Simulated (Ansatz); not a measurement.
# TaWC2 (R-3m) in Ansatz: convergence with xc grid

Aim: find how far xc grid must go before the results for TaWC2 settle, at r2SCAN. This setting moves, with any that are tied to it; all else stays.

Everything below comes from runs of Ansatz 0.2.0. Logs are shortened: lines on timing, memory, paths and dates and some standing lists are left out, and cuts for length are marked.

## Step 1: The structure

Symmetry: R-3m, No. 166, trigonal system. The conventional cell has a = 3.144 Å, b = 3.144 Å, c = 15.305 Å, α = 90.00°, β = 90.00°, γ = 120.00°. Around W (site symmetry -3m) lie 6 C at 2.21 Å. Ta (site symmetry -3m) has 6 C at 2.23 Å as nearest neighbours. C (site symmetry 3m) is surrounded by 3 W at 2.21 Å and 3 Ta at 2.23 Å.

The cell comes from a database or a generator and needn't be the stable form of this composition.

## Step 2: With xc grid 1

input.yaml reads:

```yaml
crystal:
  lattice:
    - [1.5718551461, 0.9075109917, 5.1016196719]
    - [-1.5718551461, 0.9075109917, 5.1016196719]
    - [0.0, -1.8150219835, 5.1016196719]
  atoms:
    - { symbol: W, position: [0.0, 0.0, 0.0] }
    - { symbol: Ta, position: [0.5, 0.5, 0.5] }
    - { symbol: C, position: [0.250933, 0.250933, 0.250933] }
    - { symbol: C, position: [0.749067, 0.749067, 0.749067] }
hamiltonian:
  xc: r2scan
  pseudopotentials: { kind: nc_fr, accuracy: standard }
magnetization:
  noncollinear: true
  spin_orbit: true
kpoints:
  mp_grid: { grid: [8, 8, 8] }
scf:
  occupations: { method: methfessel_paxton, width: 0.05 }
output:
  forces: true
  stress: true
  eigenvalues: true
basis:
  xc_grid: 1
```

Potentials or basis: PseudoDojo standard (PBE files).

Run with:

```
$ ansatz run input.yaml --threads 2 --pin off --max-ram 5632MiB --backend cpu --events-out ev --progress --plain --runs-dir out
```

Wall time 78 s (2 threads of Arm Neoverse V1, shared host); peak memory 0.99 GiB.

Results:

```yaml
Free_energy: -4235.6379 eV
Pressure: -6.2 GPa
Largest_force: 0.056 eV/Å
Band_gap_on_the_k_mesh: none (metal or under the smearing width)
```

## Step 3: With xc grid 2

input.yaml: that of step 2 with these lines changed.

```diff
@@ -25,2 +25,2 @@
 basis:
-  xc_grid: 1
+  xc_grid: 2
```

Potentials or basis: PseudoDojo standard (PBE files).

Run with:

```
$ ansatz run input.yaml --threads 2 --pin off --max-ram 5632MiB --backend cpu --events-out ev --progress --plain --runs-dir out
```

It took 79 s on 2 threads of Arm Neoverse V1, shared host; peak memory 1 GiB.

What came out:

```
Free energy            : -4235.6379 eV
Pressure               : -6.2 GPa
Largest force          : 0.056 eV/Å
Band gap on the k mesh : none (metal or under the smearing width)
```

## Step 4: With xc grid 3

input.yaml: that of step 3 with these lines changed.

```diff
@@ -25,2 +25,2 @@
 basis:
-  xc_grid: 2
+  xc_grid: 3
```

Run with:

```
$ ansatz run input.yaml --threads 2 --pin off --max-ram 5632MiB --backend cpu --events-out ev --progress --plain --runs-dir out
```

It took 80 s on 2 threads of Arm Neoverse V1, shared host; peak memory 1.1 GiB.

It converged, with:

```yaml
Free_energy: -4235.6379 eV
Pressure: -6.2 GPa
Largest_force: 0.056 eV/Å
Band_gap_on_the_k_mesh: none (metal or under the smearing width)
```

## Step 5: With xc grid 4

input.yaml: that of step 4 with these lines changed.

```diff
@@ -25,2 +25,2 @@
 basis:
-  xc_grid: 3
+  xc_grid: 4
```

Run with:

```
$ ansatz run input.yaml --threads 2 --pin off --max-ram 5632MiB --backend cpu --events-out ev --progress --plain --runs-dir out
```

Run time: 83 s. Hardware: 2 threads of Arm Neoverse V1, shared host; peak memory 1.2 GiB.

It converged, with:

```
Free energy            : -4235.6379 eV
Pressure               : -6.2 GPa
Largest force          : 0.056 eV/Å
Band gap on the k mesh : none (metal or under the smearing width)
```

## Step 6: With xc grid 5

input.yaml: that of step 5 with these lines changed.

```diff
@@ -25,2 +25,2 @@
 basis:
-  xc_grid: 4
+  xc_grid: 5
```

Potentials or basis: PseudoDojo standard (PBE files).

Run with:

```
$ ansatz run input.yaml --threads 2 --pin off --max-ram 5632MiB --backend cpu --events-out ev --progress --plain --runs-dir out
```

The program printed:

```text
Warning: hamiltonian.xc reads the kinetic-energy density τ on the library's norm-conserving files, and those of W, Ta, C were made for PBE. This build holds files of W, Ta, C that were made for r²SCAN, which a deck under this functional can read where it names no table (hamiltonian.pseudopotentials.accuracy or source), types no xc_functional and has no exact exchange, max_exx_coeff or level of output.embedding that keeps them out. To compare such runs, type hamiltonian.pseudopotentials: {kind: paw, frozen_core: stored} on both or, where PAW refuses one, {kind: nc, accuracy: standard}
Warning: RAYON_NUM_THREADS=2 ignored (pool sized by the plan → 2); use --threads N
basis.fft_grid_basis auto: the FFT boxes are laid along the combinations [[1, 0, -1], [0, 1, -1], [0, 0, 1]] of the cell's own vectors, 3.144, 3.144 and 5.415 Å long. The dense box has 36×36×60 points. Along the cell's own vectors, as sized, it would have 60×60×60, 2.78 times as many. Of the 12 symmetry operations that the crystal satisfies within crystal.symmetry.tolerance (time reversal apart; of a slab, those that keep its plane) the dense box along the cell's own vectors carries 12, and the one as laid loses 8 of those. basis.fft_grid_basis: typed keeps the cell's own vectors: state it where this run's energies or levels are differenced outside the engine with another run's, or held beside a run that keeps those vectors.
Engine: ansatz 0.2.0, aarch64-unknown-linux-gnu
Pseudopotentials: kind: nc_fr
Pseudopotential: W, nc_fr, valence charge 14, recommended cutoff 1006.821291 eV (normal), W.nc_fr.azcp (PseudoDojo's, or run here from an input of PseudoDojo's; its table is named by hamiltonian.pseudopotentials.accuracy)
Pseudopotential: Ta, nc_fr, valence charge 13, recommended cutoff 789.130201 eV (normal), Ta.nc_fr.azcp (PseudoDojo's, or run here from an input of PseudoDojo's; its table is named by hamiltonian.pseudopotentials.accuracy)
Pseudopotential: C, nc_fr, valence charge 4, recommended cutoff 1115.666836 eV (normal), C.nc_fr.azcp (PseudoDojo's, or run here from an input of PseudoDojo's; its table is named by hamiltonian.pseudopotentials.accuracy)
Functional definition: r2SCAN
  parameter k0 = 0.174
  parameter k1 = 0.065
  parameter a1 = 4.9479
  exchange = r2scan_x(k0 = k0, k1 = k1, a1 = a1)
  correlation = r2scan_c
non-collinear run that drives no moment, with spin-orbit: no starting moment large enough to seed its density (crystal.atoms[].spin), no starting occupations that ask for one, no magnetisation constraint and no magnetic field, so the semilocal B_xc is pinned to zero
Crystal: 4 atoms, lattice volume = 43.664 Å³
Basis set: ecut = 1115.666836 eV, 3687 PW (Γ), FFT grids on a1−a3, a2−a3, a3, exchange–correlation on 180×180×300 points (125 copies of the dense FFT grid, shifted against one another)
Bands: 44, of which v1, the nominal top of the filled ones, is band 35 counted from 1 (34 counted from 0)
Symmetry: 12 space group operations + 12 with time reversal
Magnetic group: BNS 166.98 (UNI 1328), of the structure as read, at distance tolerance 3.5e-5 Å
k-points: 65 of 512
Projection manifold: j_resolved (fully-relativistic pseudo-atomic orbitals)
[... 17 lines left out ...]
SCF iter  10: F=-4235.637859 eV  HF=-4235.637859 eV  |F-HF|=5.35e-10  |Δ(HF+E_count)|=   2.64e-8  S|Δr|=    0.00e0  Δρ=3.35e-6  dr2=4.87e-9  dr2_τ=3.60e-10  dr2_m=0.00e0 (ungated)  ethr=2.86e-10  |M|=0.00e0 ∫|m|=0.00e0 μB  |m|>n=0.0e0 m-floor=0.0e0 τ_xc=0.0e0  ⟨swp⟩=14.1  Hψ=8673  notcnv=0
SCF 1 converged in 10 iterations: F = -4235.637859 eV  dr2 = 4.87e-9
SCF converged after 10 iterations
Stability not checked: this state was not tested for a lower state beside it, because cold or Methfessel-Paxton smearing, or corrected tetrahedra, fill the levels in a way that the test cannot read (fill_not_monotonic; see scf.lower_state_search)
Magnetization: |M| = 0.0000 μB,  M = (+0.0000, +0.0000, +0.0000) μB
Absolute magnetization: 0.0000 μB (∫|m|)
  site 0: m = (+0.0000, +0.0000, +0.0000) μB, |m| = 0.0000 μB  (R = 0.91 Å)
  site 1: m = (+0.0000, +0.0000, +0.0000) μB, |m| = 0.0000 μB  (R = 0.92 Å)
  site 2: m = (+0.0000, +0.0000, +0.0000) μB, |m| = 0.0000 μB  (R = 0.91 Å)
  site 3: m = (+0.0000, +0.0000, +0.0000) μB, |m| = 0.0000 μB  (R = 0.91 Å)
Free energy (F): -4235.637859 eV
Harris-Foulkes:  -4235.637859 eV  (|F-HF|=5.35e-10)
Internal energy: -4235.637740 eV  (E = F + TS)
E sigma→0 (E₀):  -4235.637829 eV
Entropy (-TS):   -0.000119 eV (-0.030 meV/atom)
Fermi energy:    20.527699 eV
--- Per-component energies (eV) ---
  E_band       = -178.673357
  E_kinetic    = 1249.176484
  E_local      = -2020.955346  (includes V_loc(G=0)·N_el)
  E_nonlocal   = 463.854035
  E_hartree    = 445.426536
  E_xc         = -1040.098048
  E_vxc        = -801.658853  (∫ρ·V_xc dr)
  E_vtau       = 40.056534  (kinetic-family band-sum trace: ∫τ·v_τ [+ j·A + Jᵃ·Aᵃ] dr)
  E_ewald      = -3333.041401
  E_smearing   = -0.000119  (= −TS)
  E_closure    = 0.000000  (closes the sum)
  Σ components = -4235.637859   (vs F -4235.637859, Δ=0.00e0)
--- Forces (eV/Å), atoms counted from 1 ---
  atom   1  W      0.00000000     0.00000000    -0.00000000
  atom   2  Ta    -0.00000000     0.00000000     0.00000000
  atom   3  C      0.00000000     0.00000000    -0.05559363
  atom   4  C      0.00000000    -0.00000000     0.05559363
  max |Σ_I F_I| component: 3.47e-18 eV/Å
--- Stress (GPa, compression-positive) ---
       -6.898833       0.000000       0.000000
        0.000000      -6.898833      -0.000000
        0.000000      -0.000000      -4.849707
  P = ⅓ Tr σ = -6.2158 GPa (-62.158 kbar)
--- Band table (eV; the first three rows and the last of 65) ---
  k-point 0: bands = ["-56.8524", "-56.8524", "-50.5511", "-50.5511", "-27.3948", "-27.3948", "-22.5416", "-22.5416", "-17.5824", "-17.5824", "-17.3888", "-17.3888", "-13.8433", "-13.8433", "-13.5402", "-13.5402", "4.2342", "4.2342", "8.7151", "8.7151", "10.9454", "10.9454", "14.0657", "14.0657", "14.2209", "14.2209", "18.1565", "18.1565", "18.1888", "18.1888", "18.6337", "18.6337", "19.5160", "19.5160", "19.7421", "19.7421", "19.7839", "19.7839", "20.3112", "20.3112", "20.3467", "20.3467", "22.4780", "22.4780"]
  k-point 1: bands = ["-56.8491", "-56.8491", "-50.5461", "-50.5461", "-27.4062", "-27.4062", "-22.5581", "-22.5581", "-17.5892", "-17.5892", "-17.4355", "-17.4355", "-13.8598", "-13.8598", "-13.6061", "-13.6061", "4.6322", "4.6322", "8.3674", "8.3674", "11.4253", "11.4253", "14.2792", "14.2792", "14.4709", "14.4709", "16.8080", "16.8080", "17.3989", "17.3989", "17.6236", "17.6236", "18.4969", "18.4969", "19.7822", "19.7822", "20.5521", "20.5521", "21.4903", "21.4903", "21.9976", "21.9976", "22.4033", "22.4033"]
  k-point 2: bands = ["-56.8413", "-56.8413", "-50.5342", "-50.5342", "-27.4340", "-27.4340", "-22.5983", "-22.5983", "-17.6386", "-17.6386", "-17.5118", "-17.5118", "-13.9322", "-13.9322", "-13.7252", "-13.7252", "5.6592", "5.6592", "7.8184", "7.8184", "12.4261", "12.4261", "14.4374", "14.4374", "14.6028", "14.6028", "14.9428", "14.9428", "16.1228", "16.1228", "16.6585", "16.6585", "18.5701", "18.5701", "20.6507", "20.6507", "21.2496", "21.2496", "21.8189", "21.8189", "22.1135", "22.1135", "23.3795", "23.3795"]
  k-point 64: bands = ["-56.8523", "-56.8523", "-50.5512", "-50.5512", "-27.3935", "-27.3935", "-22.5414", "-22.5414", "-17.5698", "-17.5698", "-17.3886", "-17.3886", "-13.8795", "-13.8795", "-13.5410", "-13.5410", "5.7687", "5.7687", "5.9984", "5.9984", "14.3899", "14.3899", "14.7098", "14.7098", "15.2096", "15.2096", "15.3902", "15.3902", "15.8880", "15.8880", "16.0012", "16.0012", "19.4708", "19.4708", "19.5597", "19.5597", "20.7179", "20.7179", "20.7834", "20.7834", "20.7972", "20.7972", "21.4081", "21.4081"]
```

Wall time 87 s (2 threads of Arm Neoverse V1, shared host); peak memory 1.3 GiB.

What came out:

* Free energy: -4235.6379 eV
* Pressure: -6.2 GPa
* Largest force: 0.056 eV/Å
* Band gap on the k mesh: none (metal or under the smearing width)

## Step 7: The series at a glance

| xc grid | energy less the tightest run, at zero smearing (meV/atom) | SCF cycles | CPU time (s) | peak memory (GiB) |
| --- | --- | --- | --- | --- |
| 1 | 0.00 | 10 | 160 | 0.99 |
| 2 | 0.00 | 10 | 160 | 1 |
| 3 | 0.00 | 10 | 160 | 1.1 |
| 4 | 0.00 | 10 | 160 | 1.2 |
| 5 | 0.00 | 10 | 170 | 1.3 |

Against the tightest run, the energy stays within 1 meV/atom from 1 on. The tightest run that finished is the yardstick and may itself not be fully converged.

Caveats: the meta-GGA runs on potentials made for a GGA; the potentials were made for another functional, which shifts forces and pressure.
